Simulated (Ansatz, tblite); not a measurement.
**SnH3(NHEt) (C2H9NSn): rung by rung**

How do method and basis change the picture of SnH3(NHEt) (C2H9NSn) (singlet)?

The runs use Ansatz 0.2.0, Gaussian basis; as each input shows.

Plan: GFN1-xTB, GFN2-xTB, PBE-D4/def2-TZVP, r2SCAN-D4/def2-TZVP, LC-ωPBE/def2-TZVP, HSE06-D4/def2-TZVP, r2SCAN0-D4/def2-TZVP, PBE-QIDH/def2-TZVP, BHLYP-D4/def2-TZVP, B2PLYP/def2-TZVP, B3LYP-D4/def2-TZVP, LC-ωPBE(0.10)/def2-TZVP, LC-ωPBE(0.15)/def2-TZVP, LC-ωPBE(0.20)/def2-TZVP, LC-ωPBE(0.30)/def2-TZVP, PBE-D4/def2-SVP, PBE0-D4/def2-SVP, CCSD(T)/def2-TZVP, RPA/def2-TZVP.

1 further run of the same task is left out (set aside as unsound or not needed). Runs told in other sessions of the task aren't counted.

## Step 1: The geometry

The geometry is that of the singlet, from an earlier relaxation (PBE-D4/def2-SVP).

13 atoms, charge 0, spin multiplicity 1.

Bond lengths: Sn1–H2 1.727 Å, Sn1–H3 1.743 Å, Sn1–H4 1.727 Å, Sn1–N5 2.072 Å, N5–C6 1.459 Å, N5–H8 1.028 Å, C6–C7 1.533 Å, C6–H9 1.116 Å, C6–H10 1.113 Å, C7–H11 1.111 Å, C7–H12 1.111 Å, C7–H13 1.111 Å. Angles: H2–Sn1–H3 109.6°, H2–Sn1–H4 112.4°, H2–Sn1–N5 104.9°, H3–Sn1–H4 109.5°, H3–Sn1–N5 116.1°, H4–Sn1–N5 104.3°, Sn1–N5–C6 120.0°, Sn1–N5–H8 111.3°, C6–N5–H8 110.9°, N5–C6–C7 116.5°, N5–C6–H9 108.4°, N5–C6–H10 108.1°, C7–C6–H9 108.8°, C7–C6–H10 109.3°, H9–C6–H10 105.0°, C6–C7–H11 111.4°, C6–C7–H12 111.6°, C6–C7–H13 111.0° and more.

Sn takes a core potential in the def2 sets. No spin-orbit coupling is included.

PBE0-D4/def2-TZVP was run before; its log isn't repeated, and its numbers join the tables.

## Step 2: GFN1-xTB

Tight binding, by tblite at 300 K electronic temperature and without a spin-polarisation term:

```python
tblite.interface.Calculator('GFN1-xTB', numbers, positions, charge=0, uhf=0).singlepoint()
```

Energy -401.1391 eV, HOMO -10.46 eV, LUMO -5.49 eV; 0.02 s.

## Step 3: GFN2-xTB

Tight binding, by tblite at 300 K electronic temperature and without a spin-polarisation term:

```python
tblite.interface.Calculator('GFN2-xTB', numbers, positions, charge=0, uhf=0).singlepoint()
```

Energy -376.8366 eV, HOMO -10.03 eV, LUMO -5.74 eV; 0.004 s.

## Step 4: PBE-D4/def2-TZVP

start.molden holds the orbitals of an earlier run on this state, given as this run's starting guess.

The input, in.yaml:

```yaml
crystal:
  periodic: [false, false, false]
  atoms:
    - {symbol: Sn, position_ang: [0.513689, 1.639608, 1.139355]}
    - {symbol: H, position_ang: [0.328612, 1.996928, 2.818821]}
    - {symbol: H, position_ang: [2.199310, 1.380166, 0.778277]}
    - {symbol: H, position_ang: [-0.105595, 2.895515, 0.127744]}
    - {symbol: N, position_ang: [-0.748929, 0.033492, 0.794502]}
    - {symbol: C, position_ang: [-0.882536, -0.512073, -0.551595]}
    - {symbol: C, position_ang: [0.310530, -1.312699, -1.086979]}
    - {symbol: H, position_ang: [-0.595394, -0.716559, 1.481122]}
    - {symbol: H, position_ang: [-1.792116, -1.158243, -0.581730]}
    - {symbol: H, position_ang: [-1.103150, 0.329568, -1.246429]}
    - {symbol: H, position_ang: [1.226424, -0.686688, -1.143601]}
    - {symbol: H, position_ang: [0.110677, -1.713066, -2.103421]}
    - {symbol: H, position_ang: [0.538468, -2.175960, -0.426066]}
basis:
  gaussian: {orbitals: def2-TZVP, initial_orbitals: start.molden}
hamiltonian: {xc: pbe, dispersion: d4}
scf: {omitted_lower_state_checks: [starts]}
output: {orbitals: {seedname: orbitals}}
```

On the command line:

```bash
> ansatz run in.yaml --threads 4 --pin off --events-out ev --progress --plain --max-ram 3916MiB
```

The program printed:

```text
Functional definition: PBE
  name "PBE"
  cite "Perdew, Burke & Ernzerhof, Phys. Rev. Lett. 77, 3865 (1996) doi:10.1103/PhysRevLett.77.3865"
  parent pbe
  parameter kappa = 0.804
  parameter beta = 0.06672455060314922
  exchange = pbe_x(kappa = kappa, mu = beta*pi^2/3)
  correlation = pbe_c(beta = beta)
these checks for a lower state are left out or cut short: starts
1299 factors; their error is unknown
mean field evaluation 1: about -9537.6540 eV, gradient 8.4e0 eV
mean field evaluation 2: about -9537.7633 eV, gradient 1.2e-1 eV
mean field evaluation 4: about -9537.7303 eV, gradient 4.3e-4 eV
mean field -9537.73028797 eV, -350.5051231770 hartree, gradient 2.1e-5 eV, S^2 0.000000; 0 other end points of the search recorded, 0 dependent functions left out
reference -9537.73034627 eV, -350.5051253195 hartree; 25, 25 occupied and 172, 172 virtual orbitals, 1299 factors
Total energy: -9537.98472846 eV, -350.5144736925 hartree
Checks for a lower state left out: starts
```

It took 1.4 s on 4 threads of Arm Neoverse V2, shared host.

From the report: HOMO -5.18 eV, LUMO -0.93 eV.

## Step 5: r2SCAN-D4/def2-TZVP

in.yaml, as its differences from that of step 4:

```diff
@@ -18,4 +18,4 @@
   gaussian: {orbitals: def2-TZVP, initial_orbitals: start.molden}
-hamiltonian: {xc: pbe, dispersion: d4}
+hamiltonian: {xc: r2scan, dispersion: d4}
 scf: {omitted_lower_state_checks: [starts]}
-output: {orbitals: {seedname: orbitals}}
+output: {forces: true, orbitals: {seedname: orbitals}}
```

Launched as before.

The program printed, cut to the lines that bear on the results:

```text
Functional definition: r2SCAN
  name "r2SCAN"
  cite "Furness, Kaplan, Ning, Perdew & Sun, J. Phys. Chem. Lett. 11, 8208 (2020) doi:10.1021/acs.jpclett.0c02405"
  cite "Furness, Kaplan, Ning, Perdew & Sun, J. Phys. Chem. Lett. 11, 9248 (2020) doi:10.1021/acs.jpclett.0c03077"
  parent r2scan
[...]
1299 factors; their error is unknown
[...]
mean field -9542.84894423 eV, -350.6932303253 hartree, gradient 2.0e-5 eV, S^2 0.000000; 0 other end points of the search recorded, 0 dependent functions left out
[...]
reference -9542.84896143 eV, -350.6932309574 hartree; 25, 25 occupied and 172, 172 virtual orbitals, 1299 factors
Total energy: -9542.91304639 eV, -350.6955860361 hartree
Atom 0 at     0.513689     1.639608     1.139355 Å, force    -0.187763    -0.174848    -0.052265 eV/Å
Atom 1 at     0.328612     1.996928     2.818821 Å, force     0.030917    -0.074920    -0.293635 eV/Å
[...]
Atom 4 at    -0.748929     0.033492     0.794502 Å, force     0.374148     0.040117     0.405674 eV/Å
Atom 5 at    -0.882536    -0.512073    -0.551595 Å, force    -0.354941    -0.026831    -0.412562 eV/Å
Atom 6 at     0.310530    -1.312699    -1.086979 Å, force     0.322102    -0.187314    -0.076769 eV/Å
Atom 7 at    -0.595394    -0.716559     1.481122 Å, force    -0.051185     0.354291    -0.401859 eV/Å
Atom 8 at    -1.792116    -1.158243    -0.581730 Å, force     0.428432     0.280599     0.053350 eV/Å
Atom 9 at    -1.103150     0.329568    -1.246429 Å, force     0.135541    -0.359446     0.344754 eV/Å
Atom 10 at     1.226424    -0.686688    -1.143601 Å, force    -0.438701    -0.269169     0.037363 eV/Å
Atom 11 at     0.110677    -1.713066    -2.103421 Å, force     0.063257     0.205770     0.468122 eV/Å
Atom 12 at     0.538468    -2.175960    -0.426066 Å, force    -0.127319     0.413571    -0.287707 eV/Å
Dipole moment:     0.106968    -0.138028    -0.027577 e Å
Checks for a lower state left out: starts
```

It took 3.1 s on 4 threads of Arm Neoverse V2, shared host.

From the report: HOMO -5.43 eV, LUMO -0.57 eV.

## Step 6: LC-ωPBE/def2-TZVP

in.yaml, as its differences from that of step 5:

```diff
@@ -18,4 +18,4 @@
   gaussian: {orbitals: def2-TZVP, initial_orbitals: start.molden}
-hamiltonian: {xc: r2scan, dispersion: d4}
+hamiltonian: {xc: {name: LC-wPBE}}
 scf: {omitted_lower_state_checks: [starts]}
-output: {forces: true, orbitals: {seedname: orbitals}}
+output: {orbitals: {seedname: orbitals}}
```

The command is unchanged.

The program printed, cut to the lines that bear on the results:

```text
Functional definition: LC-wPBE
  name "LC-wPBE"
  cite "Vydrov & Scuseria, J. Chem. Phys. 125, 234109 (2006) doi:10.1063/1.2409292"
  cite "Heyd & Scuseria, J. Chem. Phys. 120, 7274 (2004) doi:10.1063/1.1668634"
  cite "Ernzerhof & Perdew, J. Chem. Phys. 109, 3313 (1998) doi:10.1063/1.476928"
  cite "Perdew, Burke & Ernzerhof, Phys. Rev. Lett. 77, 3865 (1996) doi:10.1103/PhysRevLett.77.3865"
  parent pbe
[...]
1299 factors; their error is unknown
472 factors; integrals over basis functions are off by at most 1.6e-5 eV
[...]
mean field -9541.89259819 eV, -350.6580852562 hartree, gradient 1.7e-5 eV, S^2 0.000000; 0 other end points of the search recorded, 0 dependent functions left out
reference -9541.89259819 eV, -350.6580852565 hartree; 25, 25 occupied and 172, 172 virtual orbitals, 1299 factors
Total energy: -9541.89259819 eV, -350.6580852565 hartree
Checks for a lower state left out: starts
```

Wall time 1.8 s (4 threads of Arm Neoverse V2, shared host).

HOMO -9.21 eV, LUMO 1.82 eV.

## Step 7: HSE06-D4/def2-TZVP

in.yaml, as its differences from that of step 6:

```diff
@@ -18,3 +18,3 @@
   gaussian: {orbitals: def2-TZVP, initial_orbitals: start.molden}
-hamiltonian: {xc: {name: LC-wPBE}}
+hamiltonian: {xc: hse06, dispersion: d4}
 scf: {omitted_lower_state_checks: [starts]}
```

The command is unchanged.

The program printed, cut to the lines that bear on the results:

```text
Functional definition: HSE06
  name "HSE06"
  cite "Heyd, Scuseria & Ernzerhof, J. Chem. Phys. 118, 8207 (2003) doi:10.1063/1.1564060"
  cite "Krukau, Vydrov, Izmaylov & Scuseria, J. Chem. Phys. 125, 224106 (2006) doi:10.1063/1.2404663"
  cite "Heyd & Scuseria, J. Chem. Phys. 120, 7274 (2004) doi:10.1063/1.1668634"
  cite "Ernzerhof & Perdew, J. Chem. Phys. 109, 3313 (1998) doi:10.1063/1.476928"
  cite "Perdew, Burke & Ernzerhof, Phys. Rev. Lett. 77, 3865 (1996) doi:10.1103/PhysRevLett.77.3865"
  parent pbe
[...]
  # The whole range is PBE's own exchange, as in plane waves. The composition of these papers is wPBEh.
[...]
1372 factors; their error is unknown
111 factors; integrals over basis functions are off by at most 3.3e-7 eV
[...]
mean field -9538.29589644 eV, -350.5259089049 hartree, gradient 1.5e-5 eV, S^2 0.000000; 0 other end points of the search recorded, 0 dependent functions left out
reference -9538.29595282 eV, -350.5259109770 hartree; 25, 25 occupied and 172, 172 virtual orbitals, 1372 factors
Total energy: -9538.49703619 eV, -350.5333006547 hartree
Checks for a lower state left out: starts
```

Run time: 2 s. Hardware: 4 threads of Arm Neoverse V2, shared host.

From the report: HOMO -6.10 eV, LUMO -0.49 eV.

## Step 8: r2SCAN0-D4/def2-TZVP

in.yaml, as its differences from that of step 7:

```diff
@@ -18,3 +18,3 @@
   gaussian: {orbitals: def2-TZVP, initial_orbitals: start.molden}
-hamiltonian: {xc: hse06, dispersion: d4}
+hamiltonian: {xc: {name: r2SCAN0}, dispersion: d4}
 scf: {omitted_lower_state_checks: [starts]}
```

Same command.

The program printed, cut to the lines that bear on the results:

```text
Functional definition: r2SCAN0
  name "r2SCAN0"
  cite "Bursch, Neugebauer, Ehlert & Grimme, J. Chem. Phys. 156, 134105 (2022) doi:10.1063/5.0086040"
  cite "Furness, Kaplan, Ning, Perdew & Sun, J. Phys. Chem. Lett. 11, 8208 (2020) doi:10.1021/acs.jpclett.0c02405"
  cite "Furness, Kaplan, Ning, Perdew & Sun, J. Phys. Chem. Lett. 11, 9248 (2020) doi:10.1021/acs.jpclett.0c03077"
  parent r2scan
[...]
1372 factors; their error is unknown
[...]
mean field -9541.70010704 eV, -350.6510113371 hartree, gradient 2.7e-5 eV, S^2 0.000000; 0 other end points of the search recorded, 0 dependent functions left out
reference -9541.70012066 eV, -350.6510118376 hartree; 25, 25 occupied and 172, 172 virtual orbitals, 1372 factors
Total energy: -9541.77513260 eV, -350.6537684755 hartree
Checks for a lower state left out: starts
```

It took 3 s on 4 threads of Arm Neoverse V2, shared host.

From the report: HOMO -6.68 eV, LUMO 0.11 eV.

## Step 9: PBE-QIDH/def2-TZVP

in.yaml, as its differences from that of step 8:

```diff
@@ -18,4 +18,3 @@
   gaussian: {orbitals: def2-TZVP, initial_orbitals: start.molden}
-hamiltonian: {xc: {name: r2SCAN0}, dispersion: d4}
+hamiltonian: {xc: {name: PBE-QIDH}}
 scf: {omitted_lower_state_checks: [starts]}
-output: {orbitals: {seedname: orbitals}}
```

Same command.

The program printed, cut to the lines that bear on the results:

```text
Functional definition: PBE-QIDH
  name "PBE-QIDH"
  cite "Brémond, Sancho-García, Pérez-Jiménez & Adamo, J. Chem. Phys. 141, 031101 (2014) doi:10.1063/1.4890314"
  cite "Perdew, Burke & Ernzerhof, Phys. Rev. Lett. 77, 3865 (1996) doi:10.1103/PhysRevLett.77.3865"
[...]
1523 factors; integrals over basis functions are off by at most 1.4e-3 eV
[...]
mean field -9523.50599934 eV, -349.9823902115 hartree, gradient 1.3e-6 eV, S^2 0.000000; 0 other end points of the search recorded, 0 dependent functions left out
7 core orbitals not correlated: weight in the atoms' cores, before any rotation towards them, 1.000 or more for the frozen orbitals, at most 0.000 for the correlated occupied ones
reference -9523.50601591 eV, -349.9823908205 hartree; 18, 18 occupied and 172, 172 virtual orbitals, 1523 factors
second order -26.99737014 eV of doubles, -0.00000000 eV of singles
Total energy: -9532.50513929 eV, -350.3131025049 hartree
Checks for a lower state left out: starts
```

Wall time 3.4 s (4 threads of Arm Neoverse V2, shared host).

## Step 10: BHLYP-D4/def2-TZVP

in.yaml, as its differences from that of step 9:

```diff
@@ -18,3 +18,4 @@
   gaussian: {orbitals: def2-TZVP, initial_orbitals: start.molden}
-hamiltonian: {xc: {name: PBE-QIDH}}
+hamiltonian: {xc: {name: BHLYP}, dispersion: d4}
 scf: {omitted_lower_state_checks: [starts]}
+output: {orbitals: {seedname: orbitals}}
```

Same command.

The program printed:

```text
Functional definition: BHLYP
  name "BHLYP"
  cite "Becke, J. Chem. Phys. 98, 1372 (1993) doi:10.1063/1.464304"
  cite "Becke, Phys. Rev. A 38, 3098 (1988) doi:10.1103/PhysRevA.38.3098"
  cite "Lee, Yang & Parr, Phys. Rev. B 37, 785 (1988) doi:10.1103/PhysRevB.37.785"
  parameter a = 0.5
  exchange = (1 - a)*b88_x + a*exact_x
  correlation = lyp_c
these checks for a lower state are left out or cut short: starts
1491 factors; their error is unknown
mean field evaluation 1: about -9538.3531 eV, gradient 6.8e0 eV
mean field evaluation 2: about -9538.4460 eV, gradient 9.9e-2 eV
mean field evaluation 4: about -9538.5990 eV, gradient 4.0e-4 eV
mean field -9538.59904414 eV, -350.5370493775 hartree, gradient 6.9e-6 eV, S^2 0.000000; 0 other end points of the search recorded, 0 dependent functions left out
reference -9538.59926292 eV, -350.5370574176 hartree; 25, 25 occupied and 172, 172 virtual orbitals, 1491 factors
Total energy: -9538.91059222 eV, -350.5484985584 hartree
Checks for a lower state left out: starts
```

Wall time 1.9 s (4 threads of Arm Neoverse V2, shared host).

From the report: HOMO -7.76 eV, LUMO 0.57 eV.

## Step 11: B2PLYP/def2-TZVP

in.yaml, as its differences from that of step 10:

```diff
@@ -18,4 +18,3 @@
   gaussian: {orbitals: def2-TZVP, initial_orbitals: start.molden}
-hamiltonian: {xc: {name: BHLYP}, dispersion: d4}
+hamiltonian: {xc: {name: B2PLYP}}
 scf: {omitted_lower_state_checks: [starts]}
-output: {orbitals: {seedname: orbitals}}
```

The command is unchanged.

The program printed, cut to the lines that bear on the results:

```text
Functional definition: B2PLYP
  name "B2PLYP"
  cite "Grimme, J. Chem. Phys. 124, 034108 (2006) doi:10.1063/1.2148954"
  cite "Becke, Phys. Rev. A 38, 3098 (1988) doi:10.1103/PhysRevA.38.3098"
  cite "Lee, Yang & Parr, Phys. Rev. B 37, 785 (1988) doi:10.1103/PhysRevB.37.785"
[...]
1523 factors; integrals over basis functions are off by at most 1.4e-3 eV
[...]
mean field -9525.73931553 eV, -350.0644630678 hartree, gradient 1.2e-6 eV, S^2 0.000000; 0 other end points of the search recorded, 0 dependent functions left out
7 core orbitals not correlated: weight in the atoms' cores, before any rotation towards them, 1.000 or more for the frozen orbitals, at most 0.000 for the correlated occupied ones
reference -9525.73952067 eV, -350.0644706065 hartree; 18, 18 occupied and 172, 172 virtual orbitals, 1523 factors
second order -29.02847348 eV of doubles, -0.00000000 eV of singles
Total energy: -9533.57720851 eV, -350.3525003220 hartree
Checks for a lower state left out: starts
```

It took 3.4 s on 4 threads of Arm Neoverse V2, shared host.

## Step 12: B3LYP-D4/def2-TZVP

in.yaml, as its differences from that of step 11:

```diff
@@ -18,3 +18,4 @@
   gaussian: {orbitals: def2-TZVP, initial_orbitals: start.molden}
-hamiltonian: {xc: {name: B2PLYP}}
+hamiltonian: {xc: {name: B3LYP}, dispersion: d4}
 scf: {omitted_lower_state_checks: [starts]}
+output: {orbitals: {seedname: orbitals}}
```

The command is unchanged.

The program printed, cut to the lines that bear on the results:

```text
Functional definition: B3LYP
  name "B3LYP"
  cite "Stephens, Devlin, Chabalowski & Frisch, J. Phys. Chem. 98, 11623 (1994) doi:10.1021/j100096a001"
  cite "Becke, Phys. Rev. A 38, 3098 (1988) doi:10.1103/PhysRevA.38.3098"
  cite "Lee, Yang & Parr, Phys. Rev. B 37, 785 (1988) doi:10.1103/PhysRevB.37.785"
  cite "Vosko, Wilk & Nusair, Can. J. Phys. 58, 1200 (1980) doi:10.1139/p80-159"
[...]
1343 factors; their error is unknown
[...]
mean field -9545.27057270 eV, -350.7822235298 hartree, gradient 2.0e-5 eV, S^2 0.000000; 0 other end points of the search recorded, 0 dependent functions left out
reference -9545.27090230 eV, -350.7822356424 hartree; 25, 25 occupied and 172, 172 virtual orbitals, 1343 factors
Total energy: -9545.67902808 eV, -350.7972339884 hartree
Checks for a lower state left out: starts
```

Run time: 1.8 s. Hardware: 4 threads of Arm Neoverse V2, shared host.

From the report: HOMO -6.28 eV, LUMO -0.39 eV.

## Step 13: LC-ωPBE(0.10)/def2-TZVP

in.yaml, as its differences from that of step 12:

```diff
@@ -18,3 +18,3 @@
   gaussian: {orbitals: def2-TZVP, initial_orbitals: start.molden}
-hamiltonian: {xc: {name: B3LYP}, dispersion: d4}
+hamiltonian: {xc: {name: LC-wPBE, parameters: {omega: 0.1/bohr}}}
 scf: {omitted_lower_state_checks: [starts]}
```

Same command.

The program printed, cut to the lines that bear on the results:

```text
Functional definition: LC-wPBE
  name "LC-wPBE"
  cite "Vydrov & Scuseria, J. Chem. Phys. 125, 234109 (2006) doi:10.1063/1.2409292"
  cite "Heyd & Scuseria, J. Chem. Phys. 120, 7274 (2004) doi:10.1063/1.1668634"
  cite "Ernzerhof & Perdew, J. Chem. Phys. 109, 3313 (1998) doi:10.1063/1.476928"
  cite "Perdew, Burke & Ernzerhof, Phys. Rev. Lett. 77, 3865 (1996) doi:10.1103/PhysRevLett.77.3865"
  parent pbe
[...]
  with omega = 0.1/bohr from the input
[...]
1299 factors; their error is unknown
103 factors; integrals over basis functions are off by at most 2.5e-7 eV
[...]
mean field -9538.74975265 eV, -350.5425878130 hartree, gradient 2.6e-5 eV, S^2 0.000000; 0 other end points of the search recorded, 0 dependent functions left out
reference -9538.74975283 eV, -350.5425878197 hartree; 25, 25 occupied and 172, 172 virtual orbitals, 1299 factors
Total energy: -9538.74975283 eV, -350.5425878197 hartree
Checks for a lower state left out: starts
```

It took 2 s on 4 threads of Arm Neoverse V2, shared host.

HOMO -6.64 eV, LUMO 0.42 eV.

## Step 14: LC-ωPBE(0.15)/def2-TZVP

in.yaml, as its differences from that of step 13:

```diff
@@ -18,3 +18,3 @@
   gaussian: {orbitals: def2-TZVP, initial_orbitals: start.molden}
-hamiltonian: {xc: {name: LC-wPBE, parameters: {omega: 0.1/bohr}}}
+hamiltonian: {xc: {name: LC-wPBE, parameters: {omega: 0.15/bohr}}}
 scf: {omitted_lower_state_checks: [starts]}
```

Same command.

The program printed, cut to the lines that bear on the results:

```text
Functional definition: LC-wPBE
  name "LC-wPBE"
  cite "Vydrov & Scuseria, J. Chem. Phys. 125, 234109 (2006) doi:10.1063/1.2409292"
  cite "Heyd & Scuseria, J. Chem. Phys. 120, 7274 (2004) doi:10.1063/1.1668634"
  cite "Ernzerhof & Perdew, J. Chem. Phys. 109, 3313 (1998) doi:10.1063/1.476928"
  cite "Perdew, Burke & Ernzerhof, Phys. Rev. Lett. 77, 3865 (1996) doi:10.1103/PhysRevLett.77.3865"
  parent pbe
[...]
  with omega = 0.15/bohr from the input
[...]
1299 factors; their error is unknown
190 factors; integrals over basis functions are off by at most 7.4e-7 eV
[...]
mean field -9539.24866087 eV, -350.5609223521 hartree, gradient 1.8e-5 eV, S^2 0.000000; 0 other end points of the search recorded, 0 dependent functions left out
reference -9539.24866095 eV, -350.5609223548 hartree; 25, 25 occupied and 172, 172 virtual orbitals, 1299 factors
Total energy: -9539.24866095 eV, -350.5609223548 hartree
Checks for a lower state left out: starts
```

It took 1.6 s on 4 threads of Arm Neoverse V2, shared host.

From the report: HOMO -7.25 eV, LUMO 0.90 eV.

## Step 15: LC-ωPBE(0.20)/def2-TZVP

in.yaml, as its differences from that of step 14:

```diff
@@ -18,3 +18,3 @@
   gaussian: {orbitals: def2-TZVP, initial_orbitals: start.molden}
-hamiltonian: {xc: {name: LC-wPBE, parameters: {omega: 0.15/bohr}}}
+hamiltonian: {xc: {name: LC-wPBE, parameters: {omega: 0.2/bohr}}}
 scf: {omitted_lower_state_checks: [starts]}
```

Launched as before.

The program printed, cut to the lines that bear on the results:

```text
Functional definition: LC-wPBE
  name "LC-wPBE"
  cite "Vydrov & Scuseria, J. Chem. Phys. 125, 234109 (2006) doi:10.1063/1.2409292"
  cite "Heyd & Scuseria, J. Chem. Phys. 120, 7274 (2004) doi:10.1063/1.1668634"
  cite "Ernzerhof & Perdew, J. Chem. Phys. 109, 3313 (1998) doi:10.1063/1.476928"
  cite "Perdew, Burke & Ernzerhof, Phys. Rev. Lett. 77, 3865 (1996) doi:10.1103/PhysRevLett.77.3865"
  parent pbe
[...]
  with omega = 0.2/bohr from the input
[...]
1299 factors; their error is unknown
242 factors; integrals over basis functions are off by at most 2.5e-6 eV
[...]
mean field -9539.82829841 eV, -350.5822236388 hartree, gradient 1.8e-5 eV, S^2 0.000000; 0 other end points of the search recorded, 0 dependent functions left out
reference -9539.82829845 eV, -350.5822236402 hartree; 25, 25 occupied and 172, 172 virtual orbitals, 1299 factors
Total energy: -9539.82829845 eV, -350.5822236402 hartree
Checks for a lower state left out: starts
```

Wall time 1.6 s (4 threads of Arm Neoverse V2, shared host).

Report: HOMO -7.77 eV, LUMO 1.24 eV.

[end of part 1 of 2]
